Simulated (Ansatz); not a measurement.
# One shape, several levels: CH7ClSi2 (SMILES [SiH3]C[SiH2]Cl)

Aim: a comparison of 6 runs (HF/STO-3G, HF/3-21G, B3LYP/def2-SVP, BLYP/def2-SVP, PBE0/def2-SVP, CCSD/def2-SVP) of CH7ClSi2. 

The results are computed with Ansatz 0.2.0.

49 further runs of the same task are left out: 49 set aside as unsound or not needed.

### 1 The system as given

CH7ClSi2 has 11 atoms, charge 0, and is taken as a singlet. SMILES: `[SiH3]C[SiH2]Cl`. The Si1–H6 distance was set to 2.230 Å, away from the relaxed value. At this shape a bond of the SMILES string is far longer than usual.

Bond lengths: Si1–C2 1.877 Å, C2–Si3 1.856 Å, Si3–Cl4 2.062 Å, Si1–H5 1.486 Å, Si1–H7 1.487 Å, C2–H8 1.095 Å, C2–H9 1.095 Å, Si3–H10 1.483 Å, Si3–H11 1.483 Å. Some angles: Si1–C2–Si3 114.4°, C2–Si3–Cl4 110.3°, Si1–C2–H8 108.8°, Si1–C2–H9 108.8°, Si3–C2–H8 108.7°, Si3–C2–H9 108.7°, C2–Si1–H5 110.5°, C2–Si1–H7 110.2°, C2–Si3–H10 111.0°, C2–Si3–H11 111.0°. A long bond or contact: Si1–H6 2.230 Å.

### 2 The energy at HF/STO-3G (run 1)

The input, job.yaml:

```yaml
crystal:
  periodic: [false, false, false]
  atoms:
    - {symbol: Si, position_ang: [0.847489, 1.179593, -0.901498]}
    - {symbol: C, position_ang: [-0.729211, 0.176693, -1.074698]}
    - {symbol: Si, position_ang: [-0.658611, -1.503407, -0.289598]}
    - {symbol: Cl, position_ang: [-2.446311, -2.494307, -0.559898]}
    - {symbol: H, position_ang: [0.695489, 2.504693, -1.557398]}
    - {symbol: H, position_ang: [1.323900, 1.497600, 1.254200]}
    - {symbol: H, position_ang: [1.984489, 0.460693, -1.534898]}
    - {symbol: H, position_ang: [-1.556211, 0.738293, -0.627498]}
    - {symbol: H, position_ang: [-0.956011, 0.056693, -2.139398]}
    - {symbol: H, position_ang: [0.402689, -2.334807, -0.906298]}
    - {symbol: H, position_ang: [-0.430311, -1.398807, 1.171602]}
basis:
  gaussian:
    orbitals: STO-3G
output: {orbitals: {seedname: orbitals}}
hamiltonian:
  xc: hf
accuracy: high
```

Run with:

```
$ ansatz run job.yaml --threads 1 --pin off --max-ram 2610MiB --events-out events.jsonl --progress --plain --runs-dir runs
```

Standard output:

```text
Warning: RAYON_NUM_THREADS=1 ignored (pool sized by the plan → 1); use --threads N
Functional definition: HF
  name "HF"
  exchange = exact_x
  correlation = 0
793 factors; integrals over basis functions are off by at most 1.3e-8 eV
mean field evaluation 1: about -29037.6600 eV, gradient 1.9e1 eV
mean field evaluation 2: about -29037.7231 eV, gradient 1.9e1 eV
mean field evaluation 4: about -29039.8554 eV, gradient 1.2e0 eV
mean field evaluation 8: about -29039.8602 eV, gradient 2.6e-4 eV
mean field -29039.86018400 eV, -1067.1951778378 hartree, gradient 2.2e-8 eV, S^2 0.000000; 0 other end points of the search recorded, 0 dependent functions left out
reference -29039.86018400 eV, -1067.1951778378 hartree; 29, 29 occupied and 10, 10 virtual orbitals, 793 factors
Total energy: -29039.86018400 eV, -1067.1951778378 hartree
```

It took 0.42 s on 1 thread of Arm Neoverse V2, shared host.

### 3 The energy at HF/3-21G (run 2)

The input, molecule.yaml:

```yaml
crystal:
  periodic: [false, false, false]
  atoms:
    - symbol: Si
      position_ang: [0.847489, 1.179593, -0.901498]
    - symbol: C
      position_ang: [-0.729211, 0.176693, -1.074698]
    - symbol: Si
      position_ang: [-0.658611, -1.503407, -0.289598]
    - symbol: Cl
      position_ang: [-2.446311, -2.494307, -0.559898]
    - symbol: H
      position_ang: [0.695489, 2.504693, -1.557398]
    - symbol: H
      position_ang: [1.323900, 1.497600, 1.254200]
    - symbol: H
      position_ang: [1.984489, 0.460693, -1.534898]
    - symbol: H
      position_ang: [-1.556211, 0.738293, -0.627498]
    - symbol: H
      position_ang: [-0.956011, 0.056693, -2.139398]
    - symbol: H
      position_ang: [0.402689, -2.334807, -0.906298]
    - symbol: H
      position_ang: [-0.430311, -1.398807, 1.171602]
basis:
  gaussian: {orbitals: 3-21G.json}
hamiltonian: {xc: hf}
accuracy: high
output: {orbitals: {seedname: orbitals}}
```

The basis set 3-21G is read from a file made from the Basis Set Exchange's data (not shown).

Run with:

```
$ ansatz run molecule.yaml --threads 1 --pin off --max-ram 2610MiB --events-out events.jsonl --progress --plain --runs-dir runs
```

Standard output:

```text
Warning: RAYON_NUM_THREADS=1 ignored (pool sized by the plan → 1); use --threads N
[... 4 set-up lines as earlier in the session ...]
1484 factors; integrals over basis functions are off by at most 8.6e-9 eV
mean field evaluation 1: about -29217.1993 eV, gradient 2.0e1 eV
mean field evaluation 2: about -29217.5096 eV, gradient 2.0e1 eV
mean field evaluation 4: about -29218.8460 eV, gradient 1.8e0 eV
mean field evaluation 8: about -29218.8617 eV, gradient 7.9e-2 eV
mean field evaluation 16: about -29218.8617 eV, gradient 1.9e-8 eV
mean field -29218.86169547 eV, -1073.7733620527 hartree, gradient 1.9e-8 eV, S^2 0.000000; 0 other end points of the search recorded, 0 dependent functions left out
reference -29218.86169547 eV, -1073.7733620527 hartree; 29, 29 occupied and 33, 33 virtual orbitals, 1484 factors
Total energy: -29218.86169547 eV, -1073.7733620527 hartree
```

Wall time 1 s (1 thread of Arm Neoverse V2, shared host); peak memory 0.16 GiB.

Runs 3 to 4 aren't shown in full; the table further down has their settings and results.

### 4 The energy at PBE0/def2-SVP (run 5)

The input, run.yaml:

```yaml
crystal:
  periodic: [false, false, false]
  atoms:
    - {symbol: Si, position_ang: [0.847489, 1.179593, -0.901498]}
    - {symbol: C, position_ang: [-0.729211, 0.176693, -1.074698]}
    - {symbol: Si, position_ang: [-0.658611, -1.503407, -0.289598]}
    - {symbol: Cl, position_ang: [-2.446311, -2.494307, -0.559898]}
    - {symbol: H, position_ang: [0.695489, 2.504693, -1.557398]}
    - {symbol: H, position_ang: [1.323900, 1.497600, 1.254200]}
    - {symbol: H, position_ang: [1.984489, 0.460693, -1.534898]}
    - {symbol: H, position_ang: [-1.556211, 0.738293, -0.627498]}
    - {symbol: H, position_ang: [-0.956011, 0.056693, -2.139398]}
    - {symbol: H, position_ang: [0.402689, -2.334807, -0.906298]}
    - {symbol: H, position_ang: [-0.430311, -1.398807, 1.171602]}
basis:
  gaussian:
    orbitals: def2-SVP
hamiltonian:
  xc: {name: PBE0}
accuracy: high
output: {orbitals: {seedname: orbitals}}
```

Run with:

```
$ ansatz run run.yaml --threads 1 --pin off --max-ram 2610MiB --events-out events.jsonl --progress --plain --runs-dir runs
```

Standard output:

```text
Warning: RAYON_NUM_THREADS=1 ignored (pool sized by the plan → 1); use --threads N
Functional definition: PBE0
  name "PBE0"
  parameter a = 0.25
  parameter kappa = 0.804
  parameter beta = 0.06672455060314922
  exchange = (1 - a)*pbe_x(kappa = kappa, mu = beta*pi^2/3) + a*exact_x
  correlation = pbe_c(beta = beta)
2277 factors; integrals over basis functions are off by at most 9.8e-9 eV
mean field evaluation 1: about -29402.6665 eV, gradient 4.0e1 eV
mean field evaluation 2: about -29400.4855 eV, gradient 4.6e1 eV
mean field evaluation 4: about -29406.4631 eV, gradient 1.6e0 eV
mean field evaluation 8: about -29406.6401 eV, gradient 2.6e-1 eV
mean field evaluation 16: about -29406.6403 eV, gradient 2.0e-5 eV
mean field -29406.64033558 eV, -1080.6740997957 hartree, gradient 1.2e-8 eV, S^2 0.000000; 0 other end points of the search recorded, 0 dependent functions left out
reference -29406.64033832 eV, -1080.6740998966 hartree; 29, 29 occupied and 74, 74 virtual orbitals, 2277 factors
Total energy: -29406.64033832 eV, -1080.6740998966 hartree
```

Wall time 11 s (1 thread of Arm Neoverse V2, shared host); peak memory 0.4 GiB.

### 5 The energy at CCSD/def2-SVP (run 6)

The input, in.yaml:

```yaml
crystal:
  periodic: [false, false, false]
  atoms:
    - {symbol: Si, position_ang: [0.847489, 1.179593, -0.901498]}
    - {symbol: C, position_ang: [-0.729211, 0.176693, -1.074698]}
    - {symbol: Si, position_ang: [-0.658611, -1.503407, -0.289598]}
    - {symbol: Cl, position_ang: [-2.446311, -2.494307, -0.559898]}
    - {symbol: H, position_ang: [0.695489, 2.504693, -1.557398]}
    - {symbol: H, position_ang: [1.323900, 1.497600, 1.254200]}
    - {symbol: H, position_ang: [1.984489, 0.460693, -1.534898]}
    - {symbol: H, position_ang: [-1.556211, 0.738293, -0.627498]}
    - {symbol: H, position_ang: [-0.956011, 0.056693, -2.139398]}
    - {symbol: H, position_ang: [0.402689, -2.334807, -0.906298]}
    - {symbol: H, position_ang: [-0.430311, -1.398807, 1.171602]}
basis:
  gaussian:
    orbitals: def2-SVP
correlation:
  method: ccsd
  frozen_orbitals: {C: 1, Cl: 5, H: 0, Si: 5}
accuracy: high
scf:
  omitted_lower_state_checks: [cluster_reference, increment]
```

Run with:

```
$ ansatz run in.yaml --threads 1 --pin off --max-ram 2610MiB --events-out events.jsonl --progress --plain --runs-dir runs
```

Standard output:

```text
Warning: RAYON_NUM_THREADS=1 ignored (pool sized by the plan → 1); use --threads N
[... 11 lines left out ...]
16 core orbitals not correlated: weight in the atoms' cores, before any rotation towards them, 1.000 or more for the frozen orbitals, at most 0.000 for the correlated occupied ones
[... 23 lines left out ...]
Total energy: -29374.16841851 eV, -1079.4807788536 hartree
Checks for a lower state left out: cluster_reference, increment
```

Wall time 22 s (1 thread of Arm Neoverse V2, shared host); peak memory 0.67 GiB.

### 6 Overview of the runs

```tsv
run	level	frozen core orbitals	energy (Eh)	HOMO energy (eV)	LUMO energy (eV)	HOMO–LUMO gap (eV)	wall time
1	HF/STO-3G	–	-1067.195178	-7.78	6.03	13.81	0.42 s
2	HF/3-21G	–	-1073.773362	-10.51	2.19	12.69	1 s
3	B3LYP/def2-SVP	–	-1081.181203	-7.71	-1.51	6.20	11 s
4	BLYP/def2-SVP	–	-1081.066583	-6.65	-2.03	4.63	9 s
5	PBE0/def2-SVP	–	-1080.674100	-7.94	-1.32	6.62	11 s
6	CCSD/def2-SVP	16	-1079.480779	–	–	–	22 s
```

### 7 Results

| quantity | value |
| --- | --- |
| run 6: total energy | -1079.48078 Eh |
| run 6: correlation energy (16 core orbitals frozen) | -550.9 mEh |
| run 6: T1 diagnostic | 0.013 |

Over runs 1, 2, 3, 4, 5 the HOMO–LUMO gap runs from 4.63 eV (BLYP/def2-SVP) to 13.81 eV (HF/STO-3G). The two ends differ in method and basis. Totals of different functionals can't be ranked against each other. In run 6 the log says that unrestricted orbitals would lower the reference, so the values rest on an unstable closed-shell determinant (other closed-shell runs at this shape may share the fault). In run 1 the basis is minimal, so the values are rough. All runs together took 55 s, the longest 22 s.
